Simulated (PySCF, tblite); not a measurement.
# C7H14Si: geometry, infrared bands and NMR shifts

What infrared bands and NMR shifts should C7H14Si (`CC#CCC[SiH](C)C`) show?

Computed with tblite 0.8.0 and PySCF 2.14.0, with density-fitted response routines of our own, on a single molecule in the gas phase. Atoms count from 0, in the outputs and in this text.

**1. The starting structure**

22 atoms, charge 0, multiplicity 1; geometry from: force field or distance geometry start.

Bonds of the start (Å): C0–C1 1.48, C1–C2 1.19, C2–C3 1.48, C3–C4 1.53, C4–Si5 1.89, Si5–C6 1.86, Si5–C7 1.86, C0–H8 1.09, C0–H9 1.09, C0–H10 1.09, C3–H11 1.08, C3–H12 1.12, C4–H13 1.11, C4–H14 1.09, Si5–H15 1.50, C6–H16 1.10, C6–H17 1.10, C6–H18 1.08, C7–H19 1.09, C7–H20 1.10, C7–H21 1.10.

**2. Relaxing the molecule with GFN2-xTB**

What the job is given:

```
{"job": {"kind": "relax", "xc": "GFN2-xTB", "basis": "xTB"}, "charge": 0, "multiplicity": 1}
C      4.712600     0.525900    -0.055100
C      3.255800     0.645900     0.146800
C      2.084900     0.729300     0.333200
C      0.624000     0.854700     0.534600
C     -0.101400    -0.405800     0.051000
Si    -1.978300    -0.381300     0.267000
C     -2.699500    -2.015200    -0.238200
C     -2.730200     1.011200    -0.703400
H      4.961000    -0.433900    -0.514700
H      5.060500     1.325400    -0.706000
H      5.239600     0.598800     0.893800
H      0.250000     1.734500     0.022800
H      0.421400     1.002400     1.621200
H      0.117400    -0.555600    -1.024800
H      0.288200    -1.277700     0.567400
H     -2.264400    -0.158200     1.721400
H     -2.268800    -2.830800     0.357600
H     -3.785000    -2.033300    -0.082500
H     -2.505600    -2.221500    -1.285200
H     -2.343000     1.977900    -0.376300
H     -3.826400     1.026900    -0.576800
H     -2.523300     0.900000    -1.773800
```

Command:

```sh
> OMP_NUM_THREADS=1 python probes_run.py task.json out
```

One launch serves the whole session: the jobs run in the order shown.

**Question.** This job is followed by: GFN2-xTB harmonic vibrations, gas phase; GIAO PBE0/pcSseg-1 NMR shielding, non-relativistic, gas phase. What will the session give for the following? strongest single infrared mode (GFN2-xTB); zero-point energy (GFN2-xTB); ¹³C shifts against TMS (PBE0/pcSseg-1, means over atoms taken as alike); ¹H shifts against TMS (PBE0/pcSseg-1, means over atoms taken as alike); ²⁹Si shifts against TMS (PBE0/pcSseg-1).

As calculated:

| quantity | value |
| --- | --- |
| strongest single infrared mode (GFN2-xTB) | 2148 cm⁻¹, 354 km/mol |
| zero-point energy (GFN2-xTB) | 115.0 kcal/mol |
| ¹³C shifts against TMS (PBE0/pcSseg-1, means over atoms taken as alike) | 88.3, 81.6, 20.2, 17.2, 4.9, -3.9 ppm |
| ¹H shifts against TMS (PBE0/pcSseg-1, means over atoms taken as alike) | 4.27, 2.14, 1.96, 0.91, 0.05 ppm |
| ²⁹Si shifts against TMS (PBE0/pcSseg-1) | -16.2 ppm |

**Reading.** Over 23 steps the energy fell by 0.129 eV; of the close pairs, Si5–C7 changed most, 1.856 to 1.904 Å. The lowest mode is imaginary (32i cm⁻¹), so the xTB geometry is not a minimum. The strongest single mode, at 2148 cm⁻¹, moves mainly H15. GFN2-xTB is a fitted tight-binding method: band positions and strengths are rough. Its intensities can rank the bands wrongly. At PBE0/pcSseg-1: Shielding is most anisotropic at C2 (span 276 ppm, paramagnetic term -160 ppm).
